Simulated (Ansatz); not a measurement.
# Bi2Te3: the cost of one run

Program: Ansatz 0.2.0. Level of theory: DFT PBE, scalar-relativistic, plane waves, PAW. These are calculated values, not measurements.

4 further runs of the same task are left out: 4 that didn't finish.

**1. The system as given**

The structure is trigonal, space group R-3m (No. 166). The conventional cell has a = 4.386 Å, b = 4.386 Å, c = 30.497 Å, α = 90.00°, β = 90.00°, γ = 120.00°. Bi (site symmetry 3m) is surrounded by 6 Te at 3.07 to 3.25 Å. Around Te (site symmetry -3m) lie 6 Bi at 3.25 Å. Te (site symmetry 3m) is surrounded by 3 Bi at 3.07 Å.

Structure file:

```cif
data_structure
_symmetry_space_group_name_H-M 'P 1'
_symmetry_Int_Tables_number 1
_cell_length_a 10.4763
_cell_length_b 10.4763
_cell_length_c 10.4763
_cell_angle_alpha 24.166
_cell_angle_beta 24.166
_cell_angle_gamma 24.166
_cell_volume 169.36
loop_
_atom_site_label
_atom_site_type_symbol
_atom_site_fract_x
_atom_site_fract_y
_atom_site_fract_z
_atom_site_occupancy
Bi1 Bi 0.40000 0.40000 0.40000 1
Bi2 Bi 0.60000 0.60000 0.60000 1
Te1 Te 0.00000 0.00000 0.00000 1
Te2 Te 0.20950 0.20950 0.20950 1
Te3 Te 0.79050 0.79050 0.79050 1
```

The structure comes from the Crystallography Open Database.

**2. A first look at the start**

Contents of input.yaml:

```yaml
crystal:
  lattice:
    - [2.1930005584, 1.2661294627, 10.16567]
    - [-2.1930005584, 1.2661294627, 10.16567]
    - [0.0, -2.5322589254, 10.16567]
  atoms:
    - { symbol: Bi, position: [0.4, 0.4, 0.4] }
    - { symbol: Bi, position: [0.6, 0.6, 0.6] }
    - { symbol: Te, position: [0.0, 0.0, 0.0] }
    - { symbol: Te, position: [0.2095, 0.2095, 0.2095] }
    - { symbol: Te, position: [0.7905, 0.7905, 0.7905] }
basis:
  ecutwfc: 420
kpoints:
  mp_grid: { grid: [6, 6, 6] }
hamiltonian:
  xc: pbe
scf:
  occupations: { method: gaussian, width: 0.1 }
output:
  forces: true
  stress: true
  eigenvalues: true
```

On the command line:

```sh
$ ansatz run input.yaml --threads 1 --pin off --max-ram 2560MiB --backend cpu --events-out ev --progress --plain --runs-dir out
```

What time and memory should one allow on 1 thread of Arm Neoverse V1, shared host?

About 16 s, with a peak of 0.5 GiB.
